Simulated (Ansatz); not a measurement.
# Hf: response to strain

Hf is deformed so: equal xy, yz and zx engineering shear strains of +1 %. What stress and forces result, by LAPW, PAW and all-electron datasets made for the crystal?

Computed with Ansatz 0.2.0 (DFT PBEsol, scalar-relativistic, unless a step's input says otherwise).

## Step 1: The structure to begin with

The structure is cubic, space group Fm-3m (No. 225). Conventional cell: a = 4.440 Å, b = 4.440 Å, c = 4.440 Å, α = 90.00°, β = 90.00°, γ = 90.00°. Hf (site symmetry m-3m) has 12 Hf at 3.14 Å as nearest neighbours.

Coordinates:

```cif
data_structure
_symmetry_space_group_name_H-M 'Fm-3m'
_symmetry_Int_Tables_number 225
_cell_length_a 4.4400
_cell_length_b 4.4400
_cell_length_c 4.4400
_cell_angle_alpha 90.000
_cell_angle_beta 90.000
_cell_angle_gamma 90.000
_cell_volume 87.53
loop_
_atom_site_label
_atom_site_type_symbol
_atom_site_symmetry_multiplicity
_atom_site_Wyckoff_symbol
_atom_site_fract_x
_atom_site_fract_y
_atom_site_fract_z
_atom_site_occupancy
Hf1 Hf 4 a 0.00000 0.00000 0.00000 1
```

The file gives the conventional cell by its symmetry; the runs use the cell typed in the input.

## Step 2: After the deformation

Space group Fm-3m before, R-3m after.

## Step 3: All-electron LAPW

The input, input.yaml:

```yaml
crystal:
  lattice:
    - [0.0222, 2.2311, 2.2311]
    - [2.2311, 0.0222, 2.2311]
    - [2.2311, 2.2311, 0.0222]
  atoms:
    - { symbol: Hf, position: [0.0, 0.0, 0.0] }
kpoints:
  mp_grid: { grid: [16, 16, 16] }
  band_path:
    path:
      - [0.0, 0.0, 0.0]
      - [0.5, 0.5, 0.5]
      - [0.247543133, 0.5, 0.752456867]
      - [-0.247543133, 0.247543133, 0.5]
      - [0.0, 0.0, 0.5]
      - [0.0, 0.0, 0.0]
      - [-0.3737715665, 0.0, 0.3737715665]
      - [0.0, 0.3737715665, 0.6262284335]
      - [0.0, 0.5, 0.5]
    npoints: 5
scf:
  occupations: { method: fermi_dirac, width: 0.03 }
hamiltonian:
  xc: pbesol
  pseudopotentials: { kind: all_electron, lapw: { basis_error: 0.00025 } }
output:
  forces: true
  stress: true
  eigenvalues: true
```

Launch:

```console
$ ansatz run input.yaml --threads 1 --pin off --max-ram 3072MiB --backend cpu --events-out ev --progress --plain --runs-dir out
```

## Step 4: PAW with frozen cores

The input, input.yaml:

```yaml
crystal:
  lattice:
    - [0.0222, 2.2311, 2.2311]
    - [2.2311, 0.0222, 2.2311]
    - [2.2311, 2.2311, 0.0222]
  atoms:
    - { symbol: Hf, position: [0.0, 0.0, 0.0] }
kpoints:
  mp_grid: { grid: [16, 16, 16] }
scf:
  occupations: { method: fermi_dirac, width: 0.03 }
hamiltonian:
  xc: pbesol
  pseudopotentials: { kind: paw }
output:
  forces: true
  stress: true
  eigenvalues: true
  efg: { contact_densities: true }
```

## Step 5: All-electron PAW on datasets made for the crystal

Changes to input.yaml since step 4:

```diff
@@ -13,3 +13,3 @@
   xc: pbesol
-  pseudopotentials: { kind: paw }
+  pseudopotentials: { kind: all_electron, datasets: crystal }
 output:
```

(Steps that only read results are left out.)

What does the calculation give? Wanted: pressure; largest shear or deviatoric stress.

The runs gave:

| quantity | value |
| --- | --- |
| pressure | LAPW -1.56, PAW -1.59, crystal datasets -1.57 GPa |
| largest shear or deviatoric stress (LAPW) | 0.59 GPa |

In words: The largest part of the stress beyond the pressure is 0.59 GPa in size. No run of the undeformed cell stands beside it, so the pressure holds what the given cell had before the change. PAW: stress within 0.03 GPa of LAPW. Crystal datasets: stress within 0.01 GPa of LAPW. Spin-orbit coupling is left out, though the cell holds Hf; in elements this heavy it can shift bands and gaps by tenths of an eV.
